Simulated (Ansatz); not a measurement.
# Li2ZrN3: the cost of one run

Program: Ansatz 0.2.0. Level of theory: DFT PBE, scalar-relativistic, plane waves, PAW. These are calculated values, not measurements.

2 further runs of the same task are left out: 1 that didn't finish, 1 set aside as unsound or not needed.

**1. Starting point**

It takes space group P4/mmm (No. 123, tetragonal). Conventional cell: a = 4.078 Å, b = 4.078 Å, c = 5.173 Å, α = 90.00°, β = 90.00°, γ = 90.00°. Around Li (site symmetry mmm) lie 6 N at 2.04 to 2.24 Å. Around Zr (site symmetry 4/mmm) lie 2 N at 2.59 Å. N (site symmetry 4mm) has 1 N at 1.86 Å and 4 Li at 2.24 Å in its first shell of neighbours. Around N (site symmetry 4/mmm) lie 4 Li at 2.04 Å and 2 Zr at 2.59 Å.

As a file:

```
CELL_PARAMETERS angstrom
4.07808 0.00000 0.00000
0.00000 4.07808 0.00000
0.00000 0.00000 5.17323
ATOMIC_POSITIONS crystal
Li 0.00000 0.50000 0.50000
Li 0.50000 0.00000 0.50000
Zr 0.00000 0.00000 0.00000
N 0.50000 0.50000 0.32032
N 0.50000 0.50000 0.67968
N 0.00000 0.00000 0.50000
```

The cell is invented: random cell by space group and Wyckoff sites (P4/mmm, No. 123). Lengths come from tabulated atomic sizes and are only a guess.

**2. Probe: one point on a coarse mesh**

File input.yaml:

```yaml
crystal:
  lattice:
    - [4.07808052, 0.0, 0.0]
    - [0.0, 4.07808052, 0.0]
    - [0.0, 0.0, 5.17322669]
  atoms:
    - { symbol: Li, position: [0.0, 0.5, 0.5] }
    - { symbol: Li, position: [0.5, 0.0, 0.5] }
    - { symbol: Zr, position: [0.0, 0.0, 0.0] }
    - { symbol: "N", position: [0.5, 0.5, 0.32031905] }
    - { symbol: "N", position: [0.5, 0.5, 0.67968095] }
    - { symbol: "N", position: [0.0, 0.0, 0.5] }
basis:
  ecutwfc: 420
kpoints:
  mp_grid: { grid: [4, 4, 4] }
hamiltonian:
  xc: pbe
scf:
  occupations: { method: gaussian, width: 0.1 }
  lower_state_search: "off"
output:
  forces: true
  stress: true
  eigenvalues: true
```

Run with:

```bash
> ansatz run input.yaml --threads 1 --pin off --max-ram 2560MiB --backend cpu --events-out ev --progress --plain --runs-dir out
```

**Question.** How long does this run take on 1 thread of Intel Xeon at 2.50GHz (Skylake/Cascade Lake), shared host, and how much memory does it need?

About 4.7 s, with a peak of 0.38 GiB.
